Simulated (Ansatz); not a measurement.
# BN (P6_3/mmc): energy and pressure against volume

The task here is to estimate one member of a computed series from the others.

The COD entry's cell or inner coordinates are ideal or old and differ from later refinements, so a difference from it is no clean test against experiment.

Method: DFT PBE, scalar-relativistic, plane waves, PAW, in Ansatz 0.2.0.

The runs add the D3(BJ) dispersion term to the functional named.

## The starting structure

Symmetry: P6_3/mmc, No. 194, hexagonal system. Conventional cell: a = 2.506 Å, b = 2.506 Å, c = 6.614 Å, α = 90.00°, β = 90.00°, γ = 120.00°. B (site symmetry -6m2) has 3 N at 1.45 Å as nearest neighbours. N (site symmetry -6m2) is surrounded by 3 B at 1.45 Å.

As a file:

```
CELL_PARAMETERS angstrom
2.50643 0.00000 0.00000
-1.25321 2.17063 0.00000
0.00000 0.00000 6.61412
ATOMIC_POSITIONS crystal
B 0.33333 0.66667 0.25000
B 0.66667 0.33333 0.75000
N 0.33333 0.66667 0.75000
N 0.66667 0.33333 0.25000
```

An earlier run at PBE left this cell at 8.996 Å³/atom and 0.00 GPa (12×12×4 mesh).

Set-up of the first run:

input.yaml reads:

```yaml
crystal:
  lattice:
    - [2.4725506344, 0.0, 0.0]
    - [-1.2362753172, 2.1412916615, 0.0]
    - [0.0, 0.0, 6.524729969]
  atoms:
    - { symbol: B, position: [0.3333333333, 0.6666666667, 0.25] }
    - { symbol: B, position: [0.6666666667, 0.3333333333, 0.75] }
    - { symbol: "N", position: [0.3333333333, 0.6666666667, 0.75] }
    - { symbol: "N", position: [0.6666666667, 0.3333333333, 0.25] }
basis:
  ecutwfc: 420
  ecutrho_ratio: 4
kpoints:
  mp_grid: { grid: [12, 12, 4] }
hamiltonian:
  xc: pbe
  dispersion: d3bj
scf:
  occupations: { method: gaussian, width: 0.05 }
output:
  forces: true
  stress: true
  eigenvalues: true
relax:
  f_tol: 0.01
  max_steps: 40
  cell: { stress_tol: 0.1, fix: [volume] }
```

Started as:

```sh
$ ansatz run input.yaml --threads 1 --pin off --max-ram 2560MiB --backend cpu --events-out ev --progress --plain --runs-dir out
```

Steps of the session up to this table: Volume × 0.96; Volume × 1.04; Volume × 0.92; Volume × 0.88; Volume × 0.84; Volume × 0.8.

One table of the session follows, with a row left open; its other results are not shown here.

```
volume (Å³/atom)  energy above the lowest (meV/atom)  pressure (GPa)  gap on the mesh (eV)
           7.197                                67.5            16.6                  3.94
           7.557                                37.1            10.8                  4.08
           7.917                                17.9             6.6                  4.11
           8.276                                   ?               ?                     ?
           8.636                                 1.4             1.4                  4.19
           8.996                                 0.0             0.0                  4.27
           9.356                                 1.0            -0.9                  4.32
```

Estimate the missing values for volume (Å³/atom) = 8.276.

Worked estimate for «energy above the lowest (meV/atom)». A straight line through the neighbours (7.917, 17.9) and (8.636, 1.4) gives 17.9 + (1.4 − 17.9) × (8.276 − 7.917) / (8.636 − 7.917) = 9.7; a parabola fitted to 4 rows on both sides gives 6.7.

**Answer.** energy above the lowest (meV/atom): 6.8; pressure (GPa): 3.5; gap on the mesh (eV): 4.13. In «energy above the lowest (meV/atom)» the line misses by +2.9 and the parabola by -0.1.

To keep in mind: Other structures may be lower in enthalpy at these pressures.
